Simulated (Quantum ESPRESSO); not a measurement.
Pt in Quantum ESPRESSO: the effect of functional

Sheet: Pt, a sheet with vacuum.

```xyz
1
Lattice="2.5231 0.0000 0.0000 0.0000 2.5231 0.0000 0.0000 0.0000 23.8000" Properties=species:S:1:pos:R:3 pbc="T T T"
Pt    0.0000    0.0000    7.0001
```

The cell was built by a generator and needn't be a form met in nature.

Alike in all runs:

* Program: Quantum ESPRESSO 7.5
* Task: work function
* Potentials or basis: SG15 PBE 1.2
* Cutoff: 952 eV
* Density cutoff: 3810 eV
* k mesh: 10 × 10 × 1
* Occupations: fermi-dirac, width 0.05 eV
* Spin: no spin polarisation

| functional | work function (eV) |
| --- | --- |
| LDA | 6.60 |
| PBEsol | 6.37 |
| RPBE | 6.12 |
| revPBE | 6.13 |
| AM05 | 6.27 |
| BLYP | ? |

Q: What does the run with functional BLYP give?

A: Work function 5.97 eV.

Runs at the PBE level aren't shown here.
